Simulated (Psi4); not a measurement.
**HSE06/def2-SVP (core potential) run of CH7NSn (SMILES C[NH][SnH3])**

Aim: the vertical singlet–triplet gap of CH7NSn at HSE06/def2-SVP (core potential), from 2 runs. 

The results are computed with Psi4 1.11.

2 further runs of the same task are left out: 2 set aside as unsound or not needed.

**1. The system as given**

CH7NSn has 10 atoms, charge 0, and is taken as a singlet. SMILES: `C[NH][SnH3]`. The shape is that of a PBE0-D4/def2-TZVP optimisation.

Bond lengths: C1–N2 1.451 Å, N2–Sn3 2.028 Å, C1–H4 1.095 Å, C1–H5 1.094 Å, C1–H6 1.101 Å, N2–H7 1.011 Å, Sn3–H8 1.705 Å, Sn3–H9 1.706 Å, Sn3–H10 1.718 Å. Some angles: C1–N2–Sn3 118.3°, C1–N2–H7 111.0°, Sn3–N2–H7 112.3°, N2–C1–H4 110.3°, N2–C1–H5 109.7°, N2–C1–H6 115.2°, N2–Sn3–H8 106.4°, N2–Sn3–H9 105.8°, N2–Sn3–H10 112.2°, H4–C1–H5 106.6°.

**2. The energy at HSE06/def2-SVP (core potential)**

File ch7nsn.py:

```python
import psi4

psi4.set_memory('1600 MB')
psi4.set_num_threads(1)
psi4.set_output_file('run.log', False)

m = psi4.geometry("""
0 1
C     -0.898400     0.758000    -0.879200
N     -0.343000    -0.532900    -0.516500
Sn     0.897300    -0.629400     1.085100
H     -1.664200     0.637600    -1.652700
H     -1.396800     1.201100    -0.011700
H     -0.168200     1.494600    -1.247500
H      0.037300    -1.004000    -1.326200
H      1.451700    -2.239000     1.169900
H     -0.052600    -0.195500     2.433700
H      2.220200     0.458400     0.948000
symmetry c1
""")

psi4.set_options({
    'basis': 'def2-SVP',
    'puream': True,
    'e_convergence': 1e-09,
    'd_convergence': 1e-08,
    'scf_type': 'pk',
    'dft_radial_points': 99,
    'dft_spherical_points': 590,
})

e_tot, wfn = psi4.energy('hse06', molecule=m, return_wfn=True)
psi4.oeprop(wfn, 'WIBERG_LOWDIN_INDICES', 'LOWDIN_CHARGES', 'MULLIKEN_CHARGES')
print('E =', round(e_tot, 9))
for k, v in sorted(psi4.core.scalar_variables().items()):
    print(f'{k:45s} {v:18.10f}')
```

Run with:

```bash
$ python ch7nsn.py
```

run.log, shortened:

```text
[...]
    !!!  WARNING: ECP capability is in beta. Please check occupations closely.  !!!
[...]
  Running in c1 symmetry.
[...]
  Nuclear repulsion =  142.870733366301579
[...]
  Multiplicity = 1
[...]
  Nalpha       = 21
  Nbeta        = 21
[...]
    Number of basis functions: 89
[...]
   @RKS iter   1:  -310.82230700409610   -1.24167e+00   8.87355e-03 ADIIS/DIIS
[...]
   @RKS iter  11:  -311.14303281096574   -7.33280e-12   6.86061e-09 DIIS
[...]
    Orbital Energies [Eh]
    ---------------------
    Doubly Occupied:
       1A    -14.351251     2A    -10.235332     3A     -5.125619
       4A     -3.458773     5A     -3.458209     6A     -3.457422
       7A     -1.029761     8A     -1.024971     9A     -1.024018
      10A     -1.020040    11A     -1.019993    12A     -0.850167
      13A     -0.645359    14A     -0.515937    15A     -0.455906
      16A     -0.415010    17A     -0.395474    18A     -0.326121
      19A     -0.318822    20A     -0.310249    21A     -0.217253
[...]
  @RKS Final Energy:  -311.14303281096574
   => Energetics <=
    Nuclear Repulsion Energy =            142.8707333663015788
    One-Electron Energy =                -790.4027377371078273
    Two-Electron Energy =                 362.0802838128136045
    DFT Exchange-Correlation Energy =     -25.6913122529731091
    Empirical Dispersion Energy =           0.0000000000000000
    VV10 Nonlocal Energy =                  0.0000000000000000
    Total Energy =                       -311.1430328109657353
[...]
 Multipole Moments:
 ------------------------------------------------------------------------------------
     Multipole            Electronic (a.u.)      Nuclear  (a.u.)        Total (a.u.)
 ------------------------------------------------------------------------------------
 L = 1.  Multiply by 2.5417464519 to convert [e a0] to [Debye]
 Dipole X            :         24.7789792          -24.5747129            0.2042662
 Dipole Y            :        -14.0565424           14.1719026            0.1153602
 Dipole Z            :         29.3135290          -29.5431141           -0.2295851
 Magnitude           :                                                    0.3282408
[...]
  Mulliken Charges: (a.u.)
   Center  Symbol    Alpha    Beta     Spin     Total
       1     C     2.97533  2.97533  0.00000  0.04933
       2     N     3.75163  3.75163  0.00000 -0.50327
       3    SN    10.74670 10.74670  0.00000  0.50660
       4     H     0.48217  0.48217  0.00000  0.03566
       5     H     0.48014  0.48014  0.00000  0.03972
       6     H     0.48787  0.48787  0.00000  0.02427
       7     H     0.43157  0.43157  0.00000  0.13686
       8     H     0.54337  0.54337  0.00000 -0.08674
       9     H     0.54557  0.54557  0.00000 -0.09114
      10     H     0.55564  0.55564  0.00000 -0.11128
[...]
```

On the terminal:

```text
E = -311.143032811
CURRENT ENERGY                                   -311.1430328110
CURRENT REFERENCE ENERGY                         -311.1430328110
DD SOLVATION ENERGY                                 0.0000000000
DFT FUNCTIONAL TOTAL ENERGY                      -311.1430328110
DFT TOTAL ENERGY                                 -311.1430328110
DFT VV10 ENERGY                                     0.0000000000
DFT XC ENERGY                                     -25.6913122530
GRID ELECTRONS ALPHA                               21.0000001783
GRID ELECTRONS BETA                                21.0000001783
GRID ELECTRONS TOTAL                               42.0000003565
NUCLEAR REPULSION ENERGY                          142.8707333663
ONE-ELECTRON ENERGY                              -790.4027377371
PCM POLARIZATION ENERGY                             0.0000000000
PE ENERGY                                           0.0000000000
SCF ITERATION ENERGY                             -311.1430328110
SCF ITERATIONS                                     11.0000000000
SCF TOTAL ENERGY                                 -311.1430328110
TWO-ELECTRON ENERGY                               362.0802838128
XC GRID RADIAL POINTS                              99.0000000000
XC GRID SPHERICAL POINTS                          590.0000000000
XC GRID TOTAL POINTS                           552942.0000000000
```

Run time: 68 s. Hardware: 1 thread of AMD EPYC 7R13 (Zen 3), shared host; peak memory 1 GiB.

**3. The triplet**

File ch7nsn.xyz:

```xyz
10
CH7NSn
C     -0.898400     0.758000    -0.879200
N     -0.343000    -0.532900    -0.516500
Sn     0.897300    -0.629400     1.085100
H     -1.664200     0.637600    -1.652700
H     -1.396800     1.201100    -0.011700
H     -0.168200     1.494600    -1.247500
H      0.037300    -1.004000    -1.326200
H      1.451700    -2.239000     1.169900
H     -0.052600    -0.195500     2.433700
H      2.220200     0.458400     0.948000
```

File run.py:

```python
import numpy as np
from ase.calculators.psi4 import Psi4
from ase.io import read

mol = read('ch7nsn.xyz')
calc = Psi4(atoms=mol, method='hse06', basis='def2-SVP', memory='1600MB', num_threads=1, charge=0, multiplicity=3, label='calc', reference='uks')
calc.psi4.set_options({'puream': True, 'e_convergence': 1e-09, 'd_convergence': 1e-08, 'scf_type': 'pk', 'dft_radial_points': 99, 'dft_spherical_points': 590, 'maxiter': 100})
mol.calc = calc

print(f'energy: {mol.get_potential_energy():.6f} eV')
```

Run with:

```bash
$ python run.py
```

calc.dat, shortened:

```text
[...]
    !!!  WARNING: ECP capability is in beta. Please check occupations closely.  !!!
[...]
  Running in c1 symmetry.
[...]
  Nuclear repulsion =  142.870733366301579
[...]
  Multiplicity = 3
[...]
  Nalpha       = 22
  Nbeta        = 20
[...]
    Number of basis functions: 89
[...]
   @UKS iter   1:  -310.65773124297658   -1.07710e+00   8.15106e-03 DIIS/ADIIS
[...]
   @UKS iter  16:  -310.96789467662040    4.54747e-12   4.97945e-09 DIIS
[...]
   @S^2 Observed:                2.005922918E+00
[...]
    Orbital Energies [Eh]
    ---------------------
    Alpha Occupied:
       1A    -14.467492     2A    -10.284795     3A     -5.111404
       4A     -3.446687     5A     -3.442836     6A     -3.441951
       7A     -1.026906     8A     -1.011359     9A     -1.009707
      10A     -1.005639    11A     -1.005029    12A     -0.949161
      13A     -0.712458    14A     -0.554417    15A     -0.525304
      16A     -0.485078    17A     -0.444042    18A     -0.383571
      19A     -0.356947    20A     -0.305740    21A     -0.303933
      22A     -0.056774
    Alpha Virtual:
      23A      0.028210    24A      0.033614    25A      0.037774
[...]
  @UKS Final Energy:  -310.96789467662040
   => Energetics <=
    Nuclear Repulsion Energy =            142.8707333663015788
    One-Electron Energy =                -789.3925987616044040
    Two-Electron Energy =                 361.1876418270942395
    DFT Exchange-Correlation Energy =     -25.6336711084117965
    Empirical Dispersion Energy =           0.0000000000000000
    VV10 Nonlocal Energy =                  0.0000000000000000
    Total Energy =                       -310.9678946766204035
[...]
 Multipole Moments:
 ------------------------------------------------------------------------------------
     Multipole            Electronic (a.u.)      Nuclear  (a.u.)        Total (a.u.)
 ------------------------------------------------------------------------------------
 L = 1.  Multiply by 2.5417464519 to convert [e a0] to [Debye]
 Dipole X            :         23.5715256          -24.5747129           -1.0031874
 Dipole Y            :        -13.6026562           14.1719026            0.5692465
 Dipole Z            :         28.3221198          -29.5431141           -1.2209943
 Magnitude           :                                                    1.6796587
[...]
```

The script printed:

```text
energy: -8461.867423 eV
```

Run time: 1.9 min. Hardware: 1 thread of AMD EPYC 7R13 (Zen 3), shared host; peak memory 1 GiB.

**4. Summary of results**

At HSE06/def2-SVP (core potential):

```
                                        quantity          value
                           singlet: total energy  -311.14303 Eh
                          singlet: dipole moment         0.83 D
                            singlet: HOMO energy       -5.91 eV
                            singlet: LUMO energy       -0.02 eV
                          singlet: HOMO–LUMO gap        5.89 eV
                           triplet: total energy  -310.96789 Eh
                          triplet: dipole moment         4.27 D
     triplet: HOMO energy (highest over α and β)       -1.54 eV
                                   triplet: ⟨S²⟩          2.006
vertical energy of the triplet above the singlet       4.766 eV
```

At this shape the triplet lies 4.77 eV (460 kJ/mol) above the singlet. Mulliken charges (singlet) run from -0.50 on N2 to +0.51 on Sn3; they depend strongly on the basis.
